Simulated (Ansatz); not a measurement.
**GeF+ (triplet): from Hartree-Fock to the top rungs, cc-pVDZ**

An exercise on one series of results from a longer session: the logs are not shown, and one member is left open.

Method: cc-pVDZ, core rule «outside noble gas», up to 15 orbitals frozen; program: Ansatz 0.2.0, Gaussian basis.

Plan: UHF; CCSD(T) on ROHF; CCSD(T) on UHF; BCCD(T) on ROHF; CISD; CCSDT(Q) on ROHF; CCSDT(Q) on UHF; CISDTQ; CCSDTQ on ROHF; CCSDTQ on UHF.

11 further runs of the same task are left out: 6 for a known fault of the program, 1 that didn't finish, 4 set aside as unsound or not needed.

## What is computed

The geometry is a PBE0/def2-TZVP stationary point (not a proven minimum) of the parent state, kept for this charge and spin. No spin-orbit coupling is included. The filled d shell of Ge may be among the frozen orbitals whatever the setting's name suggests; the logs give the count.

2 atoms, charge 1, spin multiplicity 3.

Atoms are counted from 1 here; the program's logs count them from 0.

Bond lengths: Ge1–F2 1.756 Å.

The first run:

The input, in.yaml:

```yaml
crystal:
  periodic: [false, false, false]
  atoms:
    - {symbol: Ge, position_ang: [0.000000, 0.000000, 0.000000]}
    - {symbol: F, position_ang: [0.000000, 0.000000, 1.755700]}
basis:
  gaussian: {orbitals: cc-pVDZ}
total_charge: 1
magnetization: {spin_polarized: true, initial_magnetization: 2}
hamiltonian: {xc: hf}
output: {orbitals: {seedname: orbitals}}
```

Run with:

```console
> ansatz run in.yaml --threads 1 --pin off --events-out ev --progress --plain --max-ram 2816MiB --backend cpu
```

Among the steps run: UHF; CCSD(T) on ROHF; CCSD(T) on UHF; BCCD(T) on ROHF; CISD; CCSDT(Q) on ROHF; CCSDT(Q) on UHF; CISDTQ; CCSDTQ on ROHF; CCSDTQ on UHF.

One of the session's tables, all rows but one given; the rest of the session is left out.

```
   method  from UCCSDTQ (meV)
     ROHF             +6713.1
      UHF             +6534.4
     RMP2              +396.2
     UMP2              +482.7
    RCCSD              +230.6
    UCCSD              +197.5
 RCCSD(T)               +52.0
 UCCSD(T)               +43.7
  BCCD(T)               +54.2
   RCCSDT               +31.3
   UCCSDT               +16.7
RCCSDT(Q)                   ?
UCCSDT(Q)                -5.6
  RCCSDTQ               +13.8
  UCCSDTQ                   0
```

Estimate the missing values for RCCSDT(Q).

The run gave: from UCCSDTQ (meV): +16.6. In the column «from UCCSDTQ (meV)» it lies between RCCSDTQ (+13.8) and UCCSDT (+16.7).

To keep in mind: Restricted and unrestricted rows rest on different reference determinants; where their highest levels disagree by more than a few hundredths of an eV, they describe different states and don't form one ladder.
